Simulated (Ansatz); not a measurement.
# Scaling over cards: PBEsol molecular dynamics, YS (Fm-3m)

Program: Ansatz 0.2.0. No other job shared the machine, and each run was timed once from launch to exit. Hardware: a node with four NVIDIA GB200 cards and 144 Grace (Neoverse V2) cores. Times and memory are rounded to two significant figures, and ratios are formed from the unrounded values. A row is a single run, so small differences between rows aren't established. System services beside the runs took up to 5 cores (rounded up). Runs with a thread on every core shared the cores with them. Precision is the program's default, which can work at lower precision in parts of a run. Card memory is the largest of readings taken every 0.4 s, so short peaks can be missed, and it isn't given for runs under about 3 s. It shows what a run took, which needn't be the least that it can run in: the program holds more work at once where threads and free memory allow.

Commands are shown without the flags for output files and display.

The PAW files were made with PBE. For this functional the program regenerates the frozen cores at set-up.

- atoms: 2
- valence electrons: 17
- cell volume: 42.16 Å³
- cutoff (chosen by the program): 420 eV
- k mesh: 14×14×14
- k points solved: 1376
- symmetry operations used (translations within a supercell counted): 1
- plane waves at Γ: 869
- dense FFT grid: 27×27×27
- bands at the start: 13
- spin: none
- first density: atoms corrected by the program's trained network

The input file:

```yaml
crystal:
  lattice:
    - [0.000000, 2.762496, 2.762496]
    - [2.762496, 0.000000, 2.762496]
    - [2.762496, 2.762496, 0.000000]
  atoms:
    - { symbol: "Y", position: [0.500000, 0.500000, 0.500000] }
    - { symbol: S, position: [0.000000, 0.000000, 0.000000] }
kpoints:
  mp_grid: { grid: [14, 14, 14] }
hamiltonian:
  xc: pbesol
scf:
  occupations: { method: gaussian, width: 0.1 }
md: { ensemble: nvt_langevin, temperature: 300, timestep: 1.0, n_steps: 15, initial_velocities: maxwell_boltzmann, seed: 1 }
```

Commands:

```bash
ansatz run input.yaml --backend cuda --devices 1
ansatz run input.yaml --backend cuda --devices 2
ansatz run input.yaml --backend cuda --devices 4
```

| cards | wall time | speed-up | efficiency | SCF clock | outside it | speed-up on the SCF clock | CPU time | SCF iterations | fullest card (GiB) | threads | steps logged | the cards share |
| --- | --- | --- | --- | --- | --- | --- | --- | --- | --- | --- | --- | --- |
| 1 | 20 s | 1.0 | 100 % | 18 s | 1.8 s | 1.0 | 5.8 min | 64 | 19 | 72 | 16 |  |
| 4 | 13 s | 1.5 | 38 % | 8.9 s | 4.3 s | 2.1 | 3.6 min | 65 | 6.3 | 4×36 | 16 | k points |

The SCF clock is the program's own. It runs from the start of the first SCF loop to the final result and holds forces, stress, later SCFs and response steps. Outside it lie start-up, exit and the set-up ahead of the first loop, which depends on the cell and the method.

SCF iterations are those that the program logged, summed over all steps and exchange cycles of a run; an SCF made in search of a lower state can go uncounted. Steps are those that the program logged, the start of a trajectory included. For molecular dynamics the program switches the space group off, so only time reversal reduces the mesh.

Threads written as a×b are a pools of b host workers, as the log lists them; the log's own count of threads can differ.

Speed-up and efficiency count from the run on 1 card. What limits the scaling wasn't traced. The host workers change with the cards, so the speed-up needn't be that of the cards alone.

The time outside the SCF clock grows with the cards, from 1.8 s on 1 card to 4.3 s on 4 cards, while the SCF clock goes from 18 s to 8.9 s.

**Question.** What is the wall time on 2 cards?

**Answer.** It took 16 s, a speed-up of 1.3 and an efficiency of 63 %, with 6.1 min of CPU time. It counts 65 SCF iterations, against 64. On the SCF clock alone the speed-up is 1.4. Of the wall time 14 s is on the SCF clock and 2.4 s outside. The cards share k points, with 2 pools of 72 host workers by the log's list (its own count of threads can differ).
